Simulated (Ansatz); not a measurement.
# HgF3 (Fm-3m) in Ansatz: equation of state

How stiff is HgF3 in PBE, and what volume does it want? The cell is scaled to several volumes.

Everything below comes from runs of Ansatz 0.2.0. Logs are shortened: lines on timing, memory, paths and dates and some standing lists are left out, and cuts for length are marked.

### 1 The structure

The structure is cubic, space group Fm-3m (No. 225). The conventional cell has a = 5.726 Å, b = 5.726 Å, c = 5.726 Å, α = 90.00°, β = 90.00°, γ = 90.00°. Hg (site symmetry m-3m) is surrounded by 8 F at 2.48 Å. Around F (site symmetry m-3m) lie 8 F at 2.48 Å. F (site symmetry -43m) has 4 Hg at 2.48 Å and 4 F at 2.48 Å as nearest neighbours.

The cell comes from a database or a generator and needn't be the stable form of this composition.

### 2 Single point, PBE, 11.03 Å³/atom (volume scaled by 0.94)

Contents of input.yaml:

```yaml
crystal:
  lattice:
    - [0.0, 2.8047225385, 2.8047225385]
    - [2.8047225385, 0.0, 2.8047225385]
    - [2.8047225385, 2.8047225385, 0.0]
  atoms:
    - { symbol: Hg, position: [0.0, 0.0, 0.0] }
    - { symbol: F, position: [0.5, 0.5, 0.5] }
    - { symbol: F, position: [0.75, 0.75, 0.75] }
    - { symbol: F, position: [0.25, 0.25, 0.25] }
hamiltonian:
  xc: pbe
  pseudopotentials: { kind: paw }
kpoints:
  mp_grid: { grid: [8, 8, 8] }
scf:
  occupations: { method: fermi_dirac, width: 0.05 }
output:
  forces: true
  stress: true
  eigenvalues: true
```

Potentials or basis: Ansatz PAW.

Launch:

```console
$ ansatz run input.yaml --threads 2 --pin off --max-ram 5120MiB --backend cpu --events-out ev --progress --plain --runs-dir out
```

Log:

```text
Warning: RAYON_NUM_THREADS=2 ignored (pool sized by the plan → 2); use --threads N
Engine: ansatz 0.2.0, aarch64-unknown-linux-gnu
Pseudopotentials: kind: paw
Pseudopotential: Hg, paw, valence charge 20, recommended cutoff 420 eV (normal), Hg.paw.azcp
Pseudopotential: F, paw, valence charge 7, recommended cutoff 420 eV (normal), F.paw.azcp
Functional definition: PBE
  parameter kappa = 0.804
  parameter beta = 0.06672455060314922
  exchange = pbe_x(kappa = kappa, mu = beta*pi^2/3)
  correlation = pbe_c(beta = beta)
Crystal: 4 atoms, lattice volume = 44.127 Å³
Basis set: ecut = 420 eV, 869 PW (Γ), exchange–correlation on 54×54×54 points (8 copies of the dense FFT grid, shifted against one another)
Bands: 25, of which v1, the nominal top of the filled ones, is band 21 counted from 1 (20 counted from 0)
Symmetry: 48 space group operations
Space group: Fm-3m (ITA 225), of the structure as read, at distance tolerance 3.5e-5 Å
k-points: 29 of 512
Non-local potential: Hg, projectors of the file, l = 0: 3, l = 1: 2, l = 2: 2, l = 3: 1
Non-local potential: F, projectors of the file, l = 0: 2, l = 1: 2, l = 2: 1
PAW form: soft (Blöchl's): semilocal exchange-correlation on the pseudo side does not see the compensation charge
PAW one-centre angular grid: Hg, 590 points (default); XC on 64 Gauss nodes
PAW one-centre angular grid: F, 110 points (default); XC on 64 Gauss nodes
Initial density: superposition of atomic densities (neutral atoms: chi_scale 0, normalization atom), corrected by the library's trained network
Initial wavefunctions: pseudopotential atomic-orbital guess
Functional: x = pbe(κ = 0.804, μ = 0.2195149727645171), c = pbe(β = 0.06672455060314922)
SCF iter   1: F=—  HF=-16233.156821 eV  |F-HF|=—  |Δ(HF+E_count)|=         —  Δρ=8.27e-3  dr2=3.17e-2  ethr=1.77e-3  ⟨swp⟩=5.9  Hψ=2801  notcnv=0
preconditioner: auto → Kerker (q_TF=auto, 2.695 Å⁻¹)  [metal: Δε(μ)=0.025 eV  Ē_g=15.183 eV  σ=0.050 eV  W_gap=0.12  n_scr=14 (ndim 8)  ℏωp=32.1 eV  f_vac=0.000  D(μ)=7.52/eV (n_scr^D=136)]
SCF iter   2: F=—  HF=-16233.155114 eV  |F-HF|=—  |Δ(HF+E_count)|=   1.71e-3  Δρ=4.07e-3  dr2=9.12e-3  ethr=7.73e-5  ⟨swp⟩=1.0  Hψ=958  notcnv=0
SCF iter   3: F=—  HF=-16233.153681 eV  |F-HF|=—  |Δ(HF+E_count)|=   1.43e-3  Δρ=6.74e-4  dr2=1.45e-4  ethr=2.22e-5  ⟨swp⟩=1.9  Hψ=927  notcnv=0
SCF iter   4: F=—  HF=-16233.153660 eV  |F-HF|=—  |Δ(HF+E_count)|=   2.14e-5  Δρ=1.30e-4  dr2=7.39e-6  ethr=3.53e-7  ⟨swp⟩=2.8  Hψ=1353  notcnv=0
SCF iter   5: F=—  HF=-16233.153662 eV  |F-HF|=—  |Δ(HF+E_count)|=   2.06e-6  Δρ=4.04e-5  dr2=4.16e-7  ethr=1.80e-8  ⟨swp⟩=2.0  Hψ=1124  notcnv=0
SCF iter   6: F=-16233.153662 eV  HF=-16233.153662 eV  |F-HF|=1.17e-9  |Δ(HF+E_count)|=   2.27e-7  Δρ=1.05e-5  dr2=4.15e-8  ethr=2.44e-10  ⟨swp⟩=5.0  Hψ=2825  notcnv=0
SCF 1 converged in 6 iterations: F = -16233.153662 eV  dr2 = 4.15e-8
SCF converged after 6 iterations
Free energy (F): -16233.153662 eV
Harris-Foulkes:  -16233.153662 eV  (|F-HF|=1.17e-9)
Internal energy: -16233.092471 eV  (E = F + TS)
E sigma→0 (E₀):  -16233.123066 eV
Entropy (-TS):   -0.061192 eV (-15.298 meV/atom)
Fermi energy:    8.096600 eV
--- Per-component energies (eV) ---
  E_band       = -446.881225
  E_kinetic    = 1214.574285
  E_local      = -3680.429364  (includes V_loc(G=0)·N_el)
  E_nonlocal   = 298.507002
  E_hartree    = 1459.141415
  E_xc         = -454.941562
  E_vxc        = -562.805743  (∫ρ·V_xc dr)
  E_paw        = -10544.135943  (= ΣΔE_a)
  E_vpaw       = -635.012841  (= ΣTr[D̂ρ^β])
  E_aug_tail   = 0.006691  (compensation charges beyond the density's cutoff)
  E_ewald      = -4525.814995
  E_smearing   = -0.061192  (= −TS)
  E_closure    = 0.000000  (closes the sum)
  Σ components = -16233.153662   (vs F -16233.153662, Δ=0.00e0)
--- Forces (eV/Å), atoms counted from 1 ---
  atom   1  Hg    -0.00000000     0.00000000     0.00000000
  atom   2  F      0.00000000    -0.00000000    -0.00000000
  atom   3  F      0.00000000    -0.00000000     0.00000000
  atom   4  F      0.00000000    -0.00000000     0.00000000
  max |Σ_I F_I| component: 5.55e-17 eV/Å
--- Stress (GPa, compression-positive) ---
        8.030837      -0.000000       0.000000
       -0.000000       8.030837       0.000000
       -0.000000       0.000000       8.030837
  P = ⅓ Tr σ = 8.0308 GPa (80.308 kbar)
--- Band table (eV; the first three rows and the last of 29) ---
  k-point 0: bands = ["-103.6448", "-52.1555", "-52.1555", "-52.1555", "-13.5814", "-12.3641", "-11.2804", "2.7754", "2.7754", "2.7754", "4.4505", "4.4505", "5.7968", "5.7968", "5.7968", "7.3659", "7.3659", "7.3659", "7.5988", "7.5988", "7.5988", "9.6430", "21.2144", "21.2144", "21.2144"]
  k-point 1: bands = ["-103.6448", "-52.1558", "-52.1556", "-52.1556", "-13.5162", "-12.3956", "-11.3193", "2.8263", "2.8263", "2.9012", "4.3245", "4.3245", "5.9041", "5.9321", "5.9321", "6.4839", "7.1174", "7.1174", "7.7333", "7.8024", "7.8024", "10.3590", "20.6864", "21.1118", "21.1118"]
  k-point 2: bands = ["-103.6448", "-52.1564", "-52.1557", "-52.1557", "-13.3377", "-12.4842", "-11.4207", "2.9215", "2.9215", "3.3115", "4.1763", "4.1763", "5.0310", "6.0558", "6.0558", "6.5470", "6.8545", "6.8545", "7.4784", "8.0301", "8.0301", "11.5144", "19.6362", "20.9165", "20.9165"]
  k-point 28: bands = ["-103.6448", "-52.1568", "-52.1568", "-52.1562", "-12.7320", "-12.7320", "-11.7984", "2.8021", "3.8210", "3.9791", "4.0127", "4.0127", "4.7792", "5.4291", "5.4291", "5.6480", "6.6517", "7.5382", "7.8502", "7.8708", "7.8708", "12.8400", "19.7871", "19.7871", "21.0370"]
```

Run time: 0.93 s. Hardware: 2 threads of Arm Neoverse V1, shared host; peak memory 0.31 GiB.

Results:

```
Free energy            : -16233.1537 eV
Pressure               : 8.0 GPa
Band gap on the k mesh : none (metal or under the smearing width)
```

Caveat: the pressure holds a Pulay correction of +0.9 GPa for the finite cutoff; an odd number of electrons without spin polarisation forces a metal; a magnetic or distorted state may lie lower.

### 3 Single point, PBE, 11.27 Å³/atom (volume scaled by 0.96)

Edit input.yaml of step 2 so:

```diff
@@ -2,5 +2,5 @@
   lattice:
-    - [0.0, 2.8047225385, 2.8047225385]
-    - [2.8047225385, 0.0, 2.8047225385]
-    - [2.8047225385, 2.8047225385, 0.0]
+    - [0.0, 2.8244747564, 2.8244747564]
+    - [2.8244747564, 0.0, 2.8244747564]
+    - [2.8244747564, 2.8244747564, 0.0]
   atoms:
```

Potentials or basis: Ansatz PAW.

Launch:

```console
$ ansatz run input.yaml --threads 2 --pin off --max-ram 5120MiB --backend cpu --events-out ev --progress --plain --runs-dir out
```

Log:

```text
Warning: RAYON_NUM_THREADS=2 ignored (pool sized by the plan → 2); use --threads N
[... 9 set-up lines as earlier in the session ...]
Crystal: 4 atoms, lattice volume = 45.065 Å³
Basis set: ecut = 420 eV, 893 PW (Γ), exchange–correlation on 54×54×54 points (8 copies of the dense FFT grid, shifted against one another)
Bands: 25, of which v1, the nominal top of the filled ones, is band 21 counted from 1 (20 counted from 0)
[... 1 set-up line as earlier in the session ...]
Space group: Fm-3m (ITA 225), of the structure as read, at distance tolerance 3.6e-5 Å
k-points: 29 of 512
[... 5 set-up lines as earlier in the session ...]
[... 12 lines left out ...]
SCF converged after 6 iterations
Free energy (F): -16233.193520 eV
Harris-Foulkes:  -16233.193520 eV  (|F-HF|=1.74e-8)
Internal energy: -16233.130330 eV  (E = F + TS)
E sigma→0 (E₀):  -16233.161925 eV
Entropy (-TS):   -0.063190 eV (-15.798 meV/atom)
Fermi energy:    7.716112 eV
--- Per-component energies (eV) ---
  E_band       = -460.294568
  E_kinetic    = 1213.529759
  E_local      = -3729.591129  (includes V_loc(G=0)·N_el)
  E_nonlocal   = 298.446492
  E_hartree    = 1477.257015
  E_xc         = -454.602100
  E_vxc        = -562.321617  (∫ρ·V_xc dr)
  E_paw        = -10544.012364  (= ΣΔE_a)
  E_vpaw       = -634.875337  (= ΣTr[D̂ρ^β])
  E_aug_tail   = 0.006902  (compensation charges beyond the density's cutoff)
  E_ewald      = -4494.164904
  E_smearing   = -0.063190  (= −TS)
  E_closure    = -0.000000  (closes the sum)
  Σ components = -16233.193520   (vs F -16233.193520, Δ=0.00e0)
--- Forces (eV/Å), atoms counted from 1 ---
  atom   1  Hg    -0.00000000     0.00000000    -0.00000000
  atom   2  F      0.00000000     0.00000000    -0.00000000
  atom   3  F     -0.00000000     0.00000000     0.00000000
  atom   4  F     -0.00000000    -0.00000000    -0.00000000
  max |Σ_I F_I| component: 1.85e-17 eV/Å
--- Stress (GPa, compression-positive) ---
        5.528721      -0.000000      -0.000000
        0.000000       5.528721       0.000000
        0.000000      -0.000000       5.528721
  P = ⅓ Tr σ = 5.5287 GPa (55.287 kbar)
--- Band table (eV; the first three rows and the last of 29) ---
  k-point 0: bands = ["-104.0076", "-52.5169", "-52.5169", "-52.5169", "-13.8193", "-12.6646", "-11.6380", "2.5205", "2.5205", "2.5205", "4.0985", "4.0985", "5.5061", "5.5061", "5.5061", "7.0213", "7.0213", "7.0213", "7.2022", "7.2022", "7.2022", "9.1937", "20.6956", "20.6956", "20.6956"]
  k-point 1: bands = ["-104.0076", "-52.5171", "-52.5169", "-52.5169", "-13.7572", "-12.6942", "-11.6749", "2.5695", "2.5695", "2.6421", "3.9860", "3.9860", "5.6086", "5.6275", "5.6275", "6.1430", "6.7614", "6.7614", "7.3450", "7.4185", "7.4185", "9.9025", "20.1655", "20.5986", "20.5986"]
  k-point 2: bands = ["-104.0076", "-52.5176", "-52.5170", "-52.5170", "-13.5875", "-12.7774", "-11.7710", "2.6616", "2.6616", "3.0382", "3.8507", "3.8507", "4.7392", "5.7436", "5.7436", "6.2007", "6.4935", "6.4935", "7.1141", "7.6453", "7.6453", "11.0379", "19.1155", "20.4122", "20.4122"]
  k-point 28: bands = ["-104.0076", "-52.5179", "-52.5179", "-52.5175", "-13.0115", "-13.0115", "-12.1288", "2.5785", "3.5247", "3.6608", "3.7105", "3.7105", "4.4299", "5.1082", "5.1082", "5.3173", "6.3404", "7.1707", "7.4774", "7.5007", "7.5007", "12.3524", "19.2593", "19.2593", "20.4989"]
```

It took 0.93 s on 2 threads of Arm Neoverse V1, shared host; peak memory 0.31 GiB.

Results:

| Item | Value |
| --- | --- |
| Free energy | -16233.1935 eV |
| Pressure | 5.5 GPa |
| Band gap on the k mesh | none (metal or under the smearing width) |

Caveat: the pressure holds a Pulay correction of +0.9 GPa for the finite cutoff; an odd number of electrons without spin polarisation forces a metal; a magnetic or distorted state may lie lower.

### 4 Single point, PBE, 11.50 Å³/atom (volume scaled by 0.98)

Edit input.yaml of step 3 so:

```diff
@@ -2,5 +2,5 @@
   lattice:
-    - [0.0, 2.8244747564, 2.8244747564]
-    - [2.8244747564, 0.0, 2.8244747564]
-    - [2.8244747564, 2.8244747564, 0.0]
+    - [0.0, 2.8439545082, 2.8439545082]
+    - [2.8439545082, 0.0, 2.8439545082]
+    - [2.8439545082, 2.8439545082, 0.0]
   atoms:
```

Launch:

```console
$ ansatz run input.yaml --threads 2 --pin off --max-ram 5120MiB --backend cpu --events-out ev --progress --plain --runs-dir out
```

Wall time 0.95 s (2 threads of Arm Neoverse V1, shared host); peak memory 0.31 GiB.

The run converged. Its results:

- Free energy: -16233.2193 eV
- Pressure: 3.3 GPa
- Band gap on the k mesh: none (metal or under the smearing width)

Caveat: the pressure holds a Pulay correction of +0.8 GPa for the finite cutoff; an odd number of electrons without spin polarisation forces a metal; a magnetic or distorted state may lie lower.

### 5 Single point, PBE, 11.74 Å³/atom

Edit input.yaml of step 4 so:

```diff
@@ -2,5 +2,5 @@
   lattice:
-    - [0.0, 2.8439545082, 2.8439545082]
-    - [2.8439545082, 0.0, 2.8439545082]
-    - [2.8439545082, 2.8439545082, 0.0]
+    - [0.0, 2.863171, 2.863171]
+    - [2.863171, 0.0, 2.863171]
+    - [2.863171, 2.863171, 0.0]
   atoms:
@@ -21 +21,5 @@
   eigenvalues: true
+  write_density: true
+  write_potential: true
+  elf: true
+  volumetric_format: npy
```

Launch:

```console
$ ansatz run input.yaml --threads 2 --pin off --max-ram 5120MiB --backend cpu --events-out ev --progress --plain --runs-dir out
```

It took 1.3 s on 2 threads of Arm Neoverse V1, shared host; peak memory 0.32 GiB.

It converged, with:

```yaml
Free_energy: -16233.2329 eV
Pressure: 1.4 GPa
Band_gap_on_the_k_mesh: none (metal or under the smearing width)
```

Caveat: the pressure holds a Pulay correction of +0.8 GPa for the finite cutoff; an odd number of electrons without spin polarisation forces a metal; a magnetic or distorted state may lie lower.

### 6 Single point, PBE, 11.97 Å³/atom (volume scaled by 1.02)

Edit input.yaml of step 5 so:

```diff
@@ -2,5 +2,5 @@
   lattice:
-    - [0.0, 2.863171, 2.863171]
-    - [2.863171, 0.0, 2.863171]
-    - [2.863171, 2.863171, 0.0]
+    - [0.0, 2.88213295, 2.88213295]
+    - [2.88213295, 0.0, 2.88213295]
+    - [2.88213295, 2.88213295, 0.0]
   atoms:
@@ -21,5 +21 @@
   eigenvalues: true
-  write_density: true
-  write_potential: true
-  elf: true
-  volumetric_format: npy
```

Potentials or basis: Ansatz PAW.

Launch:

```console
$ ansatz run input.yaml --threads 2 --pin off --max-ram 5120MiB --backend cpu --events-out ev --progress --plain --runs-dir out
```

Run time: 0.97 s. Hardware: 2 threads of Arm Neoverse V1, shared host; peak memory 0.32 GiB.

The run converged. Its results:

| Property | Result |
| --- | --- |
| Free energy | -16233.2355 eV |
| Pressure | -0.4 GPa |
| Band gap on the k mesh | none (metal or under the smearing width) |

Caveat: the pressure holds a Pulay correction of +0.8 GPa for the finite cutoff; an odd number of electrons without spin polarisation forces a metal; a magnetic or distorted state may lie lower.

### 7 Single point, PBE, 12.21 Å³/atom (volume scaled by 1.04)

Edit input.yaml of step 6 so:

```diff
@@ -2,5 +2,5 @@
   lattice:
-    - [0.0, 2.88213295, 2.88213295]
-    - [2.88213295, 0.0, 2.88213295]
-    - [2.88213295, 2.88213295, 0.0]
+    - [0.0, 2.9008486234, 2.9008486234]
+    - [2.9008486234, 0.0, 2.9008486234]
+    - [2.9008486234, 2.9008486234, 0.0]
   atoms:
```

Launch:

```console
$ ansatz run input.yaml --threads 2 --pin off --max-ram 5120MiB --backend cpu --events-out ev --progress --plain --runs-dir out
```

Wall time 0.98 s (2 threads of Arm Neoverse V1, shared host); peak memory 0.32 GiB.

It converged, with:

```yaml
Free_energy: -16233.2287 eV
Pressure: -1.9 GPa
Band_gap_on_the_k_mesh: none (metal or under the smearing width)
```

Caveat: the pressure holds a Pulay correction of +0.8 GPa for the finite cutoff; an odd number of electrons without spin polarisation forces a metal; a magnetic or distorted state may lie lower.

### 8 Single point, PBE, 12.44 Å³/atom (volume scaled by 1.06)

Edit input.yaml of step 7 so:

```diff
@@ -2,5 +2,5 @@
   lattice:
-    - [0.0, 2.9008486234, 2.9008486234]
-    - [2.9008486234, 0.0, 2.9008486234]
-    - [2.9008486234, 2.9008486234, 0.0]
+    - [0.0, 2.9193258644, 2.9193258644]
+    - [2.9193258644, 0.0, 2.9193258644]
+    - [2.9193258644, 2.9193258644, 0.0]
   atoms:
```

Launch:

```console
$ ansatz run input.yaml --threads 2 --pin off --max-ram 5120MiB --backend cpu --events-out ev --progress --plain --runs-dir out
```

Run time: 0.99 s. Hardware: 2 threads of Arm Neoverse V1, shared host; peak memory 0.32 GiB.

Results (log left out):

```yaml
Free_energy: -16233.2137 eV
Pressure: -3.3 GPa
Band_gap_on_the_k_mesh: none (metal or under the smearing width)
```

Caveat: the pressure holds a Pulay correction of +0.8 GPa for the finite cutoff; an odd number of electrons without spin polarisation forces a metal; a magnetic or distorted state may lie lower.

### 9 Equation of state, PBE

Potentials or basis: Ansatz PAW.

This step only gathers the single runs of the series.

What came out:

| Item | Value |
| --- | --- |
| Equilibrium volume | 11.92 Å³/atom |
| Bulk modulus | 84 GPa |
| Pressure derivative of the bulk modulus | 5.8 |

Energy against volume, from the lowest point:
```tsv
volume (Å³/atom)	energy (meV/atom)
11.032	20.46
11.266	10.50
11.501	4.05
11.736	0.66
11.970	0.00
12.205	1.70
12.440	5.44
```
